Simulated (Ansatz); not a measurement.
Input of an Ansatz 0.2.0 run:

input.yaml

```yaml
crystal:
  lattice:
    - [0.0, 2.79841113, 2.79841113]
    - [2.79841113, 0.0, 2.79841113]
    - [2.79841113, 2.79841113, 0.0]
  atoms:
    - { symbol: Pt, position: [0.5, 0.5, 0.5] }
    - { symbol: Se, position: [0.0, 0.0, 0.0] }
hamiltonian:
  xc: b3lyp
  pseudopotentials: { kind: paw }
kpoints:
  mp_grid: { grid: [4, 4, 4] }
scf:
  occupations: { method: fermi_dirac, width: 0.05 }
output:
  forces: true
  stress: true
  eigenvalues: true
  write_density: true
  write_potential: true
  elf: true
  volumetric_format: npy
```

Potentials or basis: Ansatz PAW.

Run with:

```sh
$ ansatz run input.yaml --threads 2 --pin off --max-ram 5632MiB --backend cpu --events-out ev --progress --plain --runs-dir out
```

(1) Predict the band gap on the k mesh.

(2) Predict the pressure.

Answers

(1) none (metal or under the smearing width).

(2) -9.8 GPa.

Caveat: the k mesh is coarse (spacing up to 0.49 Å⁻¹), so the values aren't converged, least of all with exact exchange; the PAW data sets come from PBE, with cores solved anew for the run's functional, which leaves a small shift of forces and pressure; the thresholds are loose for stress.
